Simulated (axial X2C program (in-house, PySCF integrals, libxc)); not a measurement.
**InBr⁺: bond curves with and without spin–orbit coupling**

What are the state, bond length, wavenumber and bond energy of InBr⁺, and what does spin–orbit coupling change?

Method: all-electron X2C, In dyall-cv3z, Br dyall-cv3z; program: an in-house X2C program for linear molecules on PySCF integrals.

All values are calculated.

### 1 The job

Input file task.json:

```json
{
 "zs": [
  49,
  35
 ],
 "q": 1,
 "bas": [
  "dyall-cv3z",
  "dyall-cv3z"
 ],
 "levels": [
  "PBE0",
  "HF",
  "BLYP"
 ],
 "cc": true,
 "r0": 2.56,
 "thr": -1.0,
 "nmax": 90,
 "npts": 10,
 "nst": 2,
 "ntry": 6
}
```

Keys: zs atomic numbers; q charge; bas basis sets; levels methods (HF also brings MP2); cc coupled cluster on or off; r0 starting distance in Å; thr threshold in hartree for freezing inner shells (an s shell follows its p shell); nmax most natural virtual spinors; npts points asked for on the curve; nst determinants followed; ntry starts of the search.

On the command line:

```sh
python so2c.py task.json out
```

Spin-free means the one-electron spin-free X2C Hamiltonian; two-component (2c) means X2C with spin–orbit coupling and atomic mean-field two-electron Coulomb and Gaunt terms. Basis: In dyall-cv3z contracted to [11s12p9d4f1g], Br dyall-cv3z contracted to [8s9p6d4f1g]; Gaussian nuclei, density fitting. Masses: In 114.904 u, Br 78.918 u.

Notation: σ, π±, δ± give the projection m of an orbital's angular momentum (0, ±1, ±2), α and β its spin, Λ and M_S the sums; ω is the projection of a spinor's total angular momentum and Ω the sum. Logs are in hartree.

The results follow Hamiltonian by Hamiltonian and level by level.

### 2 Which state to follow

PBE0 moves the distance from 2.560 Å to 2.466 Å and compares determinants there.

Spin-free determinants:

```tsv
ΔE (eV)	state	open shells
0.00	M_S = 1/2, Λ = 0	beyond closed shells: σα
1.25	M_S = 1/2, Λ = 1	beyond closed shells: π+α, π+β, π-α
4.64	M_S = 1/2, Λ = 1	beyond closed shells: π+α
4.99	M_S = 3/2, Λ = 0	beyond closed shells: σα, π+α, π+β, 2 × π-α
4.99	M_S = 3/2, Λ = 2	beyond closed shells: σα, 2 × π+α, π+β, π-α
5.13	M_S = 1/2, Λ = 2	beyond closed shells: σα, 2 × π+α, π+β, π-β
```

Two-component determinants:

| ΔE (eV) | state | open shells |
| --- | --- | --- |
| 0.00 | Ω = 1/2 | excess of +ω over −ω: ω = 1/2 |
| 1.11 | Ω = 3/2 | excess of +ω over −ω: ω = 3/2 |
| 4.75 | Ω = 3/2 | excess of +ω over −ω: ω = 3/2 |
| 4.98 | Ω = 7/2 | excess of +ω over −ω: ω = 1/2, 2 × ω = 3/2 |
| 5.41 | Ω = 5/2 | excess of +ω over −ω: 2 × ω = 1/2, ω = 3/2 |
| 5.44 | Ω = 5/2 | excess of +ω over −ω: 2 × ω = 1/2, ω = 3/2 |
| 5.47 | Ω = 1/2 | excess of +ω over −ω: 2 × ω = -1/2, ω = 3/2 |

### 3 PBE0, spin-free

State followed: M_S = 1/2, Λ = 0 (beyond closed shells: σα). The scan is laid around 2.466 Å, a first estimate of the minimum, and this SCF restarts from the orbitals of the search.

The SCF at the reference distance of 2.466 Å:

```text
spin-free X2C-1e  PBE0
basis functions 231  fitting functions 1226  grid points 5803
iter        total energy     max residual
   1      -8486.489812778     6.41e-05
   2      -8486.489812788     5.76e-05
   3      -8486.489812802     6.38e-06
   4      -8486.489812802     4.09e-06
converged
one-electron -12432.33929078  Coulomb 3831.30624793  exact exchange -62.39617871  xc functional -191.08123874  nuclear repulsion 368.02064750
```

Along the bond, energies from the lowest point:

```tsv
R (Å)	E (eV)	μ (D)	HOMO (eV)	LUMO (eV)	iterations
2.145	0.7202	-3.05	-13.78	-10.75	24
2.244	0.2739	-3.42	-13.89	-10.93	16
2.318	0.0981	-3.67	-13.96	-11.05	13
2.392	0.0163	-3.90	-14.02	-11.15	13
2.466	0.0000	-4.09	-14.08	-11.23	4
2.552	0.0338	-4.28	-13.94	-11.29	13
2.639	0.0996	-4.42	-13.80	-11.32	13
2.750	0.2015	-4.55	-13.65	-11.31	13
2.885	0.3216	-4.67	-13.51	-11.24	13
3.083	0.4563	-4.89	-13.30	-11.05	13
```

Dipoles are positive if Br is the positive end and refer to the centre of mass.

Outer orbitals at the reference distance:

```csv
symmetry,occupied,ε (eV),atomic character
σα,yes,-29.44,"78% In d, 18% Br s"
σβ,yes,-29.17,"85% In d, 12% Br s"
δ+α,yes,-28.97,100% In d
δ-α,yes,-28.97,100% In d
π+α,yes,-28.93,100% In d
π-α,yes,-28.93,100% In d
δ+β,yes,-28.88,100% In d
δ-β,yes,-28.88,100% In d
π-β,yes,-28.81,100% In d
π+β,yes,-28.81,100% In d
σα,yes,-27.62,"65% Br s, 26% In d, 5% In p"
σβ,yes,-27.09,"71% Br s, 19% In d, 6% In p"
σα,yes,-17.58,"48% Br p, 47% In s, 3% Br s"
σβ,yes,-16.62,"49% In s, 43% Br p, 4% Br s"
π+α,yes,-14.28,"90% Br p, 5% In p, 4% In d"
π-α,yes,-14.28,"90% Br p, 5% In p, 4% In d"
π-β,yes,-14.10,"90% Br p, 5% In p, 4% In d"
π+β,yes,-14.10,"90% Br p, 5% In p, 4% In d"
σα,yes,-14.08,"39% In s, 34% Br p, 23% In p"
σβ,no,-11.23,"39% In s, 36% Br p, 22% In p"
π+α,no,-7.70,"91% In p, 5% Br p, 2% Br d"
π-α,no,-7.70,"91% In p, 5% Br p, 2% Br d"
π+β,no,-7.21,"92% In p, 5% Br p, 3% Br d"
```

PBE0 fields in the half plane through the axis: z from -2.4 to 4.8 Å across, distance from the axis 0.15 to 2.25 Å upwards; In lies at z = 0 and Br at z = 2.466 Å; the ELF is damped to zero where the density is low.

log10 density (e/bohr³). Ten even steps from '0' (-4.93 ) to '9' (1.81 ):
```
0011122222222222222211100
0112222333323333333222110
1122333333333344443332210
1223344444444444444433211
1233445555544455555443221
2233455666555556665544321
2234456777655566776554321
2334557898755567986554321
```

ELF. Ten even steps from '0' (0.00 ) to '9' (0.87 ):
```
0000011100000001111000000
0001344321100124443210000
0025665432111356776421000
0268754322222578998742000
0588643222223689999863100
2798533454224787679974100
4897535888524762424875200
5997437383724726382775200
```

Re = 2.452 Å, ωe = 221.7 cm⁻¹, ωexe = 1.77 cm⁻¹, Be = 0.05993 cm⁻¹, De = 0.644 eV, μ = -4.06 D.

### 4 HF, spin-free

The SCF at the reference distance of 2.466 Å:

```text
spin-free X2C-1e  HF
basis functions 231  fitting functions 1226  grid points 5803
iter        total energy     max residual
   1      -8482.597110197     3.25e-01
   2      -8482.632057603     7.67e-03
   3      -8482.633674606     1.07e-02
   4      -8482.633998407     3.64e-03
   5      -8482.634085224     1.05e-03
   6      -8482.634111060     9.38e-04
   7      -8482.634120636     3.69e-04
   8      -8482.634125273     1.34e-04
   9      -8482.634126026     1.06e-04
  10      -8482.634126114     2.39e-05
  11      -8482.634126124     9.65e-06
  12      -8482.634126126     5.10e-06
  13      -8482.634126126     1.21e-06
converged
one-electron -12431.86306652  Coulomb 3830.95130963  exact exchange -249.74301673  xc functional 0.00000000  nuclear repulsion 368.02064750
```

Re = 2.451 Å, ωe = 212.4 cm⁻¹, ωexe = 4.59 cm⁻¹, Be = 0.06 cm⁻¹, De = 0.041 eV, μ = -4.84 D.

### 5 BLYP, spin-free

Output at 2.466 Å:

```text
spin-free X2C-1e  BLYP
basis functions 231  fitting functions 1226  grid points 5803
iter        total energy     max residual
   1      -8487.407697494     1.45e-01
   2      -8487.415435145     1.85e-02
   3      -8487.417194831     1.67e-02
   4      -8487.417438143     3.96e-03
   5      -8487.417538634     4.26e-03
   6      -8487.417566223     1.01e-03
   7      -8487.417567568     2.19e-04
   8      -8487.417568152     2.41e-04
   9      -8487.417568258     3.44e-05
  10      -8487.417568265     1.43e-05
converged
one-electron -12431.62754124  Coulomb 3830.54407037  exact exchange 0.00000000  xc functional -254.35474490  nuclear repulsion 368.02064750
```

Re = 2.548 Å, ωe = 178.7 cm⁻¹, ωexe = 1.65 cm⁻¹, Be = 0.0555 cm⁻¹, De = 0.462 eV, μ = -3.80 D.

### 6 Correlated methods, spin-free

Correlated methods: 9 electrons correlated (frozen shells, counted by type: In 4 s, 3 p, 2 d; Br 3 s, 2 p, 1 d), 275 virtual spinors in MP2, 90 natural virtuals in coupled cluster.

Output of the correlated part at 2.466 Å:

```text
correlated 9  virtual 275  natural virtual 90  E(MP2) -0.184267814  MP2 remainder -0.004182218
iter   CCSD correlation   residual
   1     -0.193664736   9.45e-02
   2     -0.199152975   4.00e-02
   3     -0.200203732   1.62e-02
   4     -0.200259563   6.56e-03
   5     -0.200295835   1.70e-03
   6     -0.200301059   5.60e-04
   7     -0.200301891   1.85e-04
   8     -0.200302512   7.41e-05
   9     -0.200301821   2.89e-05
  10     -0.200301872   1.10e-05
  11     -0.200301821   3.77e-06
  12     -0.200301841   1.71e-06
(T) -0.008368640  T1 0.0249  D1 0.0395  max T2 0.079
```

T1 in the output is the amplitude norm over the root of the electron number; divide by √2 for the Lee–Taylor value.

MP2: Re = 2.416 Å, ωe = 286.1 cm⁻¹, Be = 0.06171 cm⁻¹, De = 0.669 eV.

CCSD: Re = 2.463 Å, ωe = 224.1 cm⁻¹, ωexe = 2.16 cm⁻¹, Be = 0.05939 cm⁻¹, De = 0.422 eV. T1 at Re = 0.018 (Lee–Taylor, the printed value over √2).

CCSD(T): Re = 2.459 Å, ωe = 234.0 cm⁻¹, ωexe = 1.88 cm⁻¹, Be = 0.05961 cm⁻¹, De = 0.531 eV. T1 at Re = 0.017 (Lee–Taylor, the printed value over √2).

### 7 A higher determinant, spin-free

State: M_S = 1/2, Λ = 1 (beyond closed shells: π+α, π+β, π-α).

Output at the reference distance:

```text
spin-free X2C-1e  PBE0
basis functions 231  fitting functions 1226  grid points 5803
iter        total energy     max residual
   1      -8486.443835906     9.18e-05
   2      -8486.443835928     7.15e-05
   3      -8486.443835985     1.20e-05
   4      -8486.443835986     1.06e-05
converged
one-electron -12432.84175085  Coulomb 3831.85211913  exact exchange -62.39667948  xc functional -191.07817229  nuclear repulsion 368.02064750
```

```tsv
R (Å)	E above the lowest PBE0 point (eV)
2.145	3.496
2.244	2.536
2.318	1.998
2.392	1.578
2.466	1.251
2.552	0.963
2.639	0.753
2.750	0.567
2.885	0.433
```

No constants are quoted: the lowest point is the long end of the scan.

### 8 The spin-free curves together

Energy (eV) of the followed determinant, spin-free, from each level's lowest point:

```tsv
R (Å)	PBE0	HF	MP2	CCSD	CCSD(T)	BLYP
2.145	0.720	0.754	0.743	n/a	n/a	0.993
2.244	0.274	0.280	0.257	0.324	0.326	0.465
2.318	0.098	0.097	0.073	0.123	0.122	0.230
2.392	0.016	0.015	0.000	0.025	0.024	0.091
2.466	0.000	0.000	0.011	0.000	0.000	0.022
2.552	0.034	0.029	0.096	0.028	0.034	0.000
2.639	0.100	0.072	0.219	0.090	0.104	0.019
2.750	0.201	0.120	0.370	0.182	0.212	0.074
2.885	0.322	0.152	0.498	n/a	n/a	0.159
3.083	0.456	0.160	0.594	n/a	n/a	0.273
```

### 9 PBE0, 2c

State followed: Ω = 1/2 (excess of +ω over −ω: ω = 1/2). The scan is laid around 2.466 Å, a first estimate of the minimum, and this SCF restarts from the orbitals of the search.

The SCF at the reference distance of 2.466 Å:

```text
two-component X2C + atomic mean field  PBE0
basis functions 231  fitting functions 1226  grid points 5803
iter        total energy     max residual
   1      -8483.117202291     7.60e-05
   2      -8483.117202333     4.55e-05
   3      -8483.117202338     7.98e-06
converged
one-electron -12423.00868160  Coulomb 3829.48530278  exact exchange -62.36287166  xc functional -190.98255056  nuclear repulsion 368.02064750  atomic mean-field constant -4.26904879
```

Along the bond, energies from the lowest point:

```tsv
R (Å)	E (eV)	μ (D)	HOMO (eV)	LUMO (eV)	iterations
2.145	0.7352	-3.03	-13.77	-10.75	28
2.244	0.2853	-3.39	-13.87	-10.93	16
2.318	0.1065	-3.64	-13.94	-11.04	13
2.392	0.0210	-3.85	-13.98	-11.14	13
2.466	0.0000	-4.03	-13.96	-11.21	3
2.552	0.0267	-4.18	-13.81	-11.27	14
2.639	0.0827	-4.28	-13.71	-11.30	13
2.750	0.1678	-4.32	-13.62	-11.29	13
2.885	0.2607	-4.29	-13.61	-11.23	15
3.083	0.3467	-4.13	-13.53	-11.10	16
```

Dipoles are positive if Br is the positive end and refer to the centre of mass.

Outer spinors at the reference distance:

| ω | occupied | ε (eV) | atomic character | λ mixture |
| --- | --- | --- | --- | --- |
| 1/2 | yes | -29.62 | 86% In d, 12% Br s | 77% σ, 23% π |
| -1/2 | yes | -29.49 | 94% In d, 5% Br s | 55% σ, 45% π |
| -3/2 | yes | -29.43 | 100% In d | 85% δ, 15% π |
| 3/2 | yes | -29.38 | 100% In d | 78% δ, 22% π |
| 1/2 | yes | -28.81 | 87% In d, 11% Br s | 74% π, 26% σ |
| -1/2 | yes | -28.76 | 89% In d, 9% Br s | 54% π, 46% σ |
| 5/2 | yes | -28.62 | 100% In d | 100% δ |
| 3/2 | yes | -28.57 | 100% In d | 78% π, 22% δ |
| -5/2 | yes | -28.53 | 100% In d | 100% δ |
| -3/2 | yes | -28.49 | 100% In d | 85% π, 15% δ |
| 1/2 | yes | -27.59 | 61% Br s, 31% In d, 5% In p | 98% σ, 2% π |
| -1/2 | yes | -27.10 | 69% Br s, 21% In d, 5% In p | 99% σ, 1% π |
| 1/2 | yes | -17.57 | 48% Br p, 46% In s, 3% Br s | 100% σ |
| -1/2 | yes | -16.65 | 48% In s, 45% Br p, 4% Br s | 99% σ, 1% π |
| -1/2 | yes | -14.45 | 89% Br p, 5% In p, 3% In d | 98% π, 2% σ |
| 1/2 | yes | -14.34 | 80% Br p, 9% In s, 7% In p | 82% π, 18% σ |
| 3/2 | yes | -14.13 | 90% Br p, 5% In p, 4% In d | 100% π |
| 1/2 | yes | -14.01 | 44% Br p, 31% In s, 21% In p | 82% σ, 18% π |
| -3/2 | yes | -13.96 | 90% Br p, 5% In p, 4% In d | 100% π |
| -1/2 | no | -11.21 | 38% In s, 36% Br p, 22% In p | 99% σ, 1% π |
| -1/2 | no | -7.81 | 91% In p, 5% Br p, 2% Br d | 100% π |
| 3/2 | no | -7.54 | 91% In p, 5% Br p, 2% Br d | 100% π |
| 1/2 | no | -7.34 | 91% In p, 5% Br p, 3% Br d | 99% π, 1% σ |

PBE0 fields in the half plane through the axis: z from -2.4 to 4.8 Å across, distance from the axis 0.15 to 2.25 Å upwards; In lies at z = 0 and Br at z = 2.466 Å; the ELF is damped to zero where the density is low.

log10 density (e/bohr³). Ten even steps from ' ' (-4.93 ) to '@' (1.81 ):
```
    ......::::::::::::::::::::::::::::::......    
  ....::::::::------------------------::::::....  
....::::--------------------========------::::..  
..::::----==============================----::....
..::----====++++++++++======++++++++++====--::::..
::::----==++++******++++++++++******++++====--::..
::::--====++**######**++++++****####**++++==--::..
::----==++++##%%@@%%##++++++**##@@%%**++++==--::..
```

ELF. Ten even steps from ' ' (0.00 ) to '@' (0.87 ):
```
          ......              ........            
      ..--====--::....    ..::======--::..        
    ::++****++==--::......--++**####**==::..      
  ::**%%##++==--::::::::::++##%%@@@@%%##==::      
  ++%%%%**==--::::::::::--**%%@@@@@@@@%%**--..    
::##@@%%++----==++==::::==##%%##**##@@@@##==..    
==%%@@##++--++%%%%%%++::==##**::==::==%%%%++::    
++@@@@##==--##--%%--##::==##::**--%%::####++::    
```

Re = 2.460 Å, ωe = 212.8 cm⁻¹, ωexe = 2.14 cm⁻¹, Be = 0.05952 cm⁻¹, De = 0.561 eV, μ = -4.02 D.

### 10 HF, 2c

Output at 2.466 Å:

```text
two-component X2C + atomic mean field  HF
basis functions 231  fitting functions 1226  grid points 5803
iter        total energy     max residual
   1      -8479.223266762     3.66e-01
   2      -8479.258228511     7.29e-03
   3      -8479.259867381     1.21e-02
   4      -8479.260196746     3.80e-03
   5      -8479.260284534     7.12e-04
   6      -8479.260309215     1.02e-03
   7      -8479.260318388     3.86e-04
   8      -8479.260323073     1.67e-04
   9      -8479.260324044     1.42e-04
  10      -8479.260324255     4.88e-05
  11      -8479.260324341     3.50e-05
  12      -8479.260324402     4.54e-05
  13      -8479.260324422     1.73e-05
  14      -8479.260324428     6.96e-06
  15      -8479.260324430     5.54e-06
  16      -8479.260324430     2.39e-06
converged
one-electron -12422.52901628  Coulomb 3829.12664594  exact exchange -249.60955279  xc functional 0.00000000  nuclear repulsion 368.02064750  atomic mean-field constant -4.26904879
```

No constants are quoted: the lowest point is the long end of the scan.

### 11 BLYP, 2c

Output at 2.466 Å:

```text
two-component X2C + atomic mean field  BLYP
basis functions 231  fitting functions 1226  grid points 5803
iter        total energy     max residual
   1      -8484.035232138     1.60e-01
   2      -8484.043062697     1.77e-02
   3      -8484.044743053     1.78e-02
   4      -8484.044977047     3.88e-03
   5      -8484.045076848     4.64e-03
   6      -8484.045105382     1.01e-03
   7      -8484.045107777     3.00e-04
   8      -8484.045109073     3.87e-04
   9      -8484.045109605     1.35e-04
  10      -8484.045109703     5.35e-05
  11      -8484.045109712     9.30e-06
converged
one-electron -12422.30553135  Coulomb 3828.73184574  exact exchange 0.00000000  xc functional -254.22302281  nuclear repulsion 368.02064750  atomic mean-field constant -4.26904879
```

Re = 2.573 Å, ωe = 158.4 cm⁻¹, ωexe = 2.39 cm⁻¹, Be = 0.05443 cm⁻¹, De = 0.350 eV, μ = -3.73 D.

### 12 Correlated methods, 2c

Correlated methods: 9 electrons correlated (frozen shells, counted by type: In 4 s, 3 p, 2 d; Br 3 s, 2 p, 1 d), 275 virtual spinors in MP2, 90 natural virtuals in coupled cluster.

Output of the correlated part at 2.466 Å:

```text
correlated 9  virtual 275  natural virtual 90  E(MP2) -0.183871726  MP2 remainder -0.004174796
iter   CCSD correlation   residual
   1     -0.193411888   9.48e-02
   2     -0.198977774   4.02e-02
   3     -0.200005403   1.62e-02
   4     -0.200067387   6.62e-03
   5     -0.200104698   1.76e-03
   6     -0.200110353   6.36e-04
   7     -0.200111397   2.74e-04
   8     -0.200112018   1.62e-04
   9     -0.200110846   1.07e-04
  10     -0.200111247   6.77e-05
  11     -0.200111161   3.03e-05
  12     -0.200111368   1.14e-05
  13     -0.200111381   4.56e-06
(T) -0.008312767  T1 0.0252  D1 0.0406  max T2 0.071
```

MP2: No constants are quoted: the reference changes its character somewhere along the scan, so the fit is set aside.

CCSD: No constants are quoted: the reference changes its character somewhere along the scan, so the fit is set aside.

CCSD(T): No constants are quoted: the reference changes its character somewhere along the scan, so the fit is set aside.

### 13 A higher determinant, 2c

State: Ω = 3/2 (excess of +ω over −ω: ω = 3/2).

Output at the reference distance:

```text
two-component X2C + atomic mean field  PBE0
basis functions 231  fitting functions 1226  grid points 5803
iter        total energy     max residual
   1      -8483.076473313     2.32e-06
   2      -8483.076473313     2.04e-06
converged
one-electron -12423.54967453  Coulomb 3830.06579690  exact exchange -62.36365777  xc functional -190.98053662  nuclear repulsion 368.02064750  atomic mean-field constant -4.26904879
```

```tsv
R (Å)	E above the lowest PBE0 point (eV)
2.145	3.348
2.244	2.390
2.318	1.853
2.392	1.434
2.466	1.108
2.552	0.821
2.639	0.611
2.750	0.426
2.885	0.293
```

No constants are quoted: the lowest point is the long end of the scan.

### 14 The 2c curves together

Energy (eV) of the followed determinant, 2c, from each level's lowest point:

```tsv
R (Å)	PBE0	HF (jumps)	MP2 (its reference jumps)	CCSD (its reference jumps)	CCSD(T) (its reference jumps)	BLYP
2.145	0.735	0.803	0.750	n/a	n/a	1.021
2.244	0.285	0.325	0.261	0.334	0.334	0.489
2.318	0.106	0.139	0.074	0.130	0.128	0.250
2.392	0.021	0.054	0.000	0.029	0.027	0.106
2.466	0.000	0.034	0.010	0.000	0.000	0.031
2.552	0.027	0.054	0.093	0.022	0.028	0.000
2.639	0.083	0.083	0.213	0.073	0.090	0.007
2.750	0.168	0.098	0.351	0.145	0.179	0.043
2.885	0.261	0.069	0.429	n/a	n/a	0.098
3.083	0.347	0.000	0.432	n/a	n/a	0.162
```

Time for the job: 3.4 min (1 thread of Arm Neoverse V1, shared host); peak memory 0.67 GiB.

### 15 Constants

Lowest determinant that the search found at its distance, spin-free: M_S = 1/2, Λ = 0 (beyond closed shells: σα).

Lowest determinant that the search found at its distance, 2c: Ω = 1/2 (excess of +ω over −ω: ω = 1/2).

| Hamiltonian | level | Re (Å) | ωe (cm⁻¹) | De (eV) | μ (D) |
| --- | --- | --- | --- | --- | --- |
| spin-free | PBE0 | 2.452 | 221.7 | 0.644 | -4.06 |
| spin-free | HF | 2.451 | 212.4 | 0.041 | -4.84 |
| spin-free | MP2 | 2.416 | 286.1 | 0.669 | n/a |
| spin-free | CCSD | 2.463 | 224.1 | 0.422 | n/a |
| spin-free | CCSD(T) | 2.459 | 234.0 | 0.531 | n/a |
| spin-free | BLYP | 2.548 | 178.7 | 0.462 | -3.80 |
| 2c | PBE0 | 2.460 | 212.8 | 0.561 | -4.02 |
| 2c | BLYP | 2.573 | 158.4 | 0.350 | -3.73 |

Dipoles are positive if Br is the positive end and refer to the centre of mass. No constants: 2c HF (the lowest point is the long end of the scan); 2c MP2 (the reference changes its character somewhere along the scan, so the fit is set aside); 2c CCSD (the reference changes its character somewhere along the scan, so the fit is set aside); 2c CCSD(T) (the reference changes its character somewhere along the scan, so the fit is set aside).

Time per point (s) on 1 thread of Arm Neoverse V1, shared host (2c runs); the times are rough: PBE0 1.7, BLYP 0.66.

At PBE0, going from spin-free to two-component changes Re by +8 mÅ, ωe by -4.0 %; at least one of these shifts is too large to ignore. It costs about 1.6 times the time. De moves by -0.08 eV; both De rest on single-determinant atoms, which can miss part of an open shell's spin–orbit lowering.

De refers to In+ + Br, each in the lowest determinant found, which need not be this curve's own limit. Each curve is one determinant whose occupation by symmetry is held fixed; it was picked as the lowest of a PBE0 search that is not exhaustive. De is counted from the lowest determinant-based energies of the atoms at the same level, without counterpoise correction. Density functionals use the spin component along the axis (collinear). CCSD and (T) use frozen natural virtuals with an MP2 correction for the truncation. At some level an empty orbital lies below a filled one. With the outer-core shells frozen, correlated bond lengths of heavy atoms tend to come out a few hundredths of an ångström too long.
